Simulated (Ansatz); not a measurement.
**Bi2Te3: stress in a strained cell**

Bi2Te3 is deformed so: equal xx and yy strain of -3 %. What stress and forces result, by LAPW, PAW and all-electron datasets made for the crystal?

Program: Ansatz 0.2.0. Level of theory: DFT PBEsol, scalar-relativistic. These are calculated values, not measurements.

## (1) Starting point

The structure is trigonal, space group R-3m (No. 166). The conventional cell has a = 4.386 Å, b = 4.386 Å, c = 30.497 Å, α = 90.00°, β = 90.00°, γ = 120.00°. Bi (site symmetry 3m) is surrounded by 6 Te at 3.07 to 3.25 Å. Te (site symmetry -3m) is surrounded by 6 Bi at 3.25 Å. Te (site symmetry 3m) is surrounded by 3 Bi at 3.07 Å.

As a file:

```cif
data_structure
_symmetry_space_group_name_H-M 'P 1'
_symmetry_Int_Tables_number 1
_cell_length_a 10.4763
_cell_length_b 10.4763
_cell_length_c 10.4763
_cell_angle_alpha 24.166
_cell_angle_beta 24.166
_cell_angle_gamma 24.166
_cell_volume 169.36
loop_
_atom_site_label
_atom_site_type_symbol
_atom_site_fract_x
_atom_site_fract_y
_atom_site_fract_z
_atom_site_occupancy
Bi1 Bi 0.40000 0.40000 0.40000 1
Bi2 Bi 0.60000 0.60000 0.60000 1
Te1 Te 0.00000 0.00000 0.00000 1
Te2 Te 0.20950 0.20950 0.20950 1
Te3 Te 0.79050 0.79050 0.79050 1
```

Atoms are numbered in the order of the input: Bi1, Bi2, Te3, Te4, Te5.

## (2) After the deformation

Space group R-3m before, R-3m after.

## (3) LAPW, all electrons

The input, input.yaml:

```yaml
crystal:
  lattice:
    - [2.1272105416, 1.2281455788, 10.16567]
    - [-2.1272105416, 1.2281455788, 10.16567]
    - [0.0, -2.4562911576, 10.16567]
  atoms:
    - { symbol: Bi, position: [0.4, 0.4, 0.4] }
    - { symbol: Bi, position: [0.6, 0.6, 0.6] }
    - { symbol: Te, position: [0.0, 0.0, 0.0] }
    - { symbol: Te, position: [0.2095, 0.2095, 0.2095] }
    - { symbol: Te, position: [0.7905, 0.7905, 0.7905] }
kpoints:
  mp_grid: { grid: [7, 7, 7] }
  band_path:
    path:
      - [0.0, 0.0, 0.0]
      - [0.5, 0.5, 0.5]
      - [0.8236028049, 0.1763971951, 0.5]
      - [0.5, -0.1763971951, 0.1763971951]
      - [0.5, 0.0, 0.0]
      - [0.0, 0.0, 0.0]
      - [0.3381985975, -0.3381985975, 0.0]
      - [0.6618014025, 0.0, 0.3381985975]
      - [0.5, 0.0, 0.5]
    npoints: 5
scf:
  occupations: { method: fermi_dirac, width: 0.08 }
hamiltonian:
  xc: pbesol
  pseudopotentials: { kind: all_electron, lapw: { basis_error: 0.001 } }
output:
  forces: true
  stress: true
  eigenvalues: true
```

Run with:

```
ansatz run input.yaml --threads 2 --pin off --max-ram 8192MiB --backend cpu --events-out ev --progress --plain --runs-dir out
```

## (4) Frozen-core PAW

The input, input.yaml:

```yaml
crystal:
  lattice:
    - [2.1272105416, 1.2281455788, 10.16567]
    - [-2.1272105416, 1.2281455788, 10.16567]
    - [0.0, -2.4562911576, 10.16567]
  atoms:
    - { symbol: Bi, position: [0.4, 0.4, 0.4] }
    - { symbol: Bi, position: [0.6, 0.6, 0.6] }
    - { symbol: Te, position: [0.0, 0.0, 0.0] }
    - { symbol: Te, position: [0.2095, 0.2095, 0.2095] }
    - { symbol: Te, position: [0.7905, 0.7905, 0.7905] }
kpoints:
  mp_grid: { grid: [7, 7, 7] }
scf:
  occupations: { method: fermi_dirac, width: 0.08 }
hamiltonian:
  xc: pbesol
  pseudopotentials: { kind: paw }
output:
  forces: true
  stress: true
  eigenvalues: true
  efg: { contact_densities: true }
```

## (5) All-electron PAW on datasets made for the crystal

Changes to input.yaml since step 4:

```diff
@@ -17,3 +17,3 @@
   xc: pbesol
-  pseudopotentials: { kind: paw }
+  pseudopotentials: { kind: all_electron, datasets: crystal }
 output:
```

(Steps that only read results are left out.)

What does the calculation give? Wanted: pressure; largest shear or deviatoric stress.

The runs gave:

```
                                 quantity                                           value
                                 pressure  LAPW 2.87, PAW 2.85, crystal datasets 2.87 GPa
largest shear or deviatoric stress (LAPW)                                        0.74 GPa
```

What this shows: The largest part of the stress beyond the pressure is 0.74 GPa in size, in the zz component; the atoms are carried along and not relaxed. No run of the undeformed cell stands beside it, so the pressure holds what the given cell had before the change. PAW: stress within 0.02 GPa of LAPW, forces within 2 meV/Å. Crystal datasets: stress within 0.01 GPa of LAPW, forces within 1 meV/Å. Spin-orbit coupling is left out, though the cell holds Bi; in elements this heavy it can shift bands and gaps by tenths of an eV.
